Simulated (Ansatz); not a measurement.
**C10H6O2: one species, many methods**

The task here is to estimate one member of a computed series from the others.

The runs use Ansatz 0.2.0, Gaussian basis; functionals in def2-TZVPP, the program's frozen cores in correlated methods.

The runs, in order: LDA (SPW92), PBE-D4, revPBE-D4, BLYP-D4, r2SCAN-D4, B97M-V, PBE0-D4, B3LYP-D4, r2SCANh-D4, r2SCAN0-D4, HSE06-D4, BHLYP-D4, CAM-B3LYP-D4, LC-ωPBE, ωB97X-V, ωB97M-V, B2PLYP, PBE-QIDH; CCSD(T)/def2-SVP; CCSD(T)/def2-TZVPP; MP2/def2-QZVPP; extrapolation to the limit; RPA on PBE.

## Structure used throughout

The geometry comes from an earlier relaxation with PBE0-D4 in a triple-zeta def2 set; it is a stationary point, not always the lowest conformer.

18 atoms, charge 0, spin multiplicity 1.

Atoms are counted from 1 here; the program's logs count them from 0.

Bond lengths: O1–C2 1.213 Å, C2–C3 1.476 Å, C2–C12 1.483 Å, C3–C4 1.334 Å, C3–H13 1.085 Å, C4–C5 1.476 Å, C4–H14 1.085 Å, C5–O6 1.213 Å, C5–C7 1.483 Å, C7–C8 1.389 Å, C7–C12 1.397 Å, C8–C9 1.384 Å, C8–H15 1.083 Å, C9–C10 1.391 Å, C9–H16 1.084 Å, C10–C11 1.384 Å, C10–H17 1.084 Å, C11–C12 1.389 Å and more. Angles: O1–C2–C3 120.5°, O1–C2–C12 122.2°, C3–C2–C12 117.3°, C2–C3–C4 122.2°, C2–C3–H13 115.5°, C4–C3–H13 122.4°, C3–C4–C5 122.2°, C3–C4–H14 122.4°, C5–C4–H14 115.5°, C4–C5–O6 120.5°, C4–C5–C7 117.3°, O6–C5–C7 122.2°, C5–C7–C8 119.5°, C5–C7–C12 120.6°, C8–C7–C12 119.9°, C7–C8–C9 119.9°, C7–C8–H15 118.5°, C9–C8–H15 121.6° and more.

The first run:

Input file in.yaml:

```yaml
crystal:
  periodic: [false, false, false]
  atoms:
    - {symbol: O, position_ang: [2.095058, -2.037444, -0.384124]}
    - {symbol: C, position_ang: [1.396404, -1.091319, -0.682791]}
    - {symbol: C, position_ang: [1.547283, -0.434306, -1.995578]}
    - {symbol: C, position_ang: [0.797897, 0.607913, -2.358214]}
    - {symbol: C, position_ang: [-0.235696, 1.178181, -1.472594]}
    - {symbol: O, position_ang: [-0.900407, 2.126979, -1.833728]}
    - {symbol: C, position_ang: [-0.417520, 0.544828, -0.144221]}
    - {symbol: C, position_ang: [-1.377371, 1.044247, 0.726563]}
    - {symbol: C, position_ang: [-1.553535, 0.458717, 1.968068]}
    - {symbol: C, position_ang: [-0.772513, -0.627924, 2.345989]}
    - {symbol: C, position_ang: [0.185599, -1.130170, 1.482872]}
    - {symbol: C, position_ang: [0.367329, -0.546902, 0.235563]}
    - {symbol: H, position_ang: [2.307829, -0.856284, -2.643622]}
    - {symbol: H, position_ang: [0.905826, 1.093487, -3.322078]}
    - {symbol: H, position_ang: [-1.973233, 1.891436, 0.409081]}
    - {symbol: H, position_ang: [-2.302541, 0.848516, 2.647563]}
    - {symbol: H, position_ang: [-0.914275, -1.083120, 3.319318]}
    - {symbol: H, position_ang: [0.806366, -1.975539, 1.754132]}
basis:
  gaussian: {orbitals: def2-TZVPP}
hamiltonian: {xc: lda}
output: {orbitals: {seedname: orbitals}}
```

Run with:

```console
> ansatz run in.yaml --threads 5 --pin off --events-out ev --progress --plain --max-ram 66560MiB --backend cuda --devices 0, --max-vram 37GiB
```

Steps of the session up to this table: LDA; PBE-D4 (GGA); revPBE-D4 (GGA); BLYP-D4 (GGA); r2SCAN-D4 (meta-GGA); B97M-V (meta-GGA); B3LYP-D4 (hybrid); r2SCANh-D4 (hybrid); r2SCAN0-D4 (hybrid); HSE06-D4 (hybrid); BHLYP-D4 (hybrid); CAM-B3LYP-D4 (range-separated); LC-ωPBE (range-separated); ωB97X-V (range-separated); ωB97M-V (range-separated); B2PLYP (double hybrid); PBE-QIDH (double hybrid).

One table of the session follows, with a row left open; its other results are not shown here.

It belongs to the step «Frontier levels by functional». 

```
  functional  HOMO (eV)  LUMO (eV)  gap (eV)
 LDA (SPW92)      -6.28      -4.39      1.90
      PBE-D4      -6.09      -4.11      1.98
   revPBE-D4      -6.00      -4.01      1.99
     BLYP-D4      -5.99      -3.93      2.06
   r2SCAN-D4      -6.41      -4.07      2.34
      B97M-V      -6.58      -3.93      2.64
     PBE0-D4      -7.74      -3.29      4.45
    B3LYP-D4      -7.49      -3.46      4.03
  r2SCANh-D4          ?          ?         ?
  r2SCAN0-D4      -7.97      -3.29      4.68
    HSE06-D4      -7.34      -3.66      3.67
    BHLYP-D4      -8.74      -2.28      6.46
CAM-B3LYP-D4      -9.16      -2.23      6.93
     LC-ωPBE     -10.45      -1.22      9.23
     ωB97X-V     -10.10      -1.22      8.87
     ωB97M-V     -10.02      -1.25      8.77
```

**Question.** Estimate the row for r2SCANh-D4.

Worked estimate for «HOMO (eV)». Against the share of exact exchange, r2SCAN-D4 (0, -6.41), r2SCAN0-D4 (0.25, -7.97) give a slope of -6.24 per unit share; at 0.1 the line stands at -7.03.

The run gave: HOMO (eV): -7.03; LUMO (eV): -3.76; gap (eV): 3.27. In «HOMO (eV)» the line misses by 0.00.
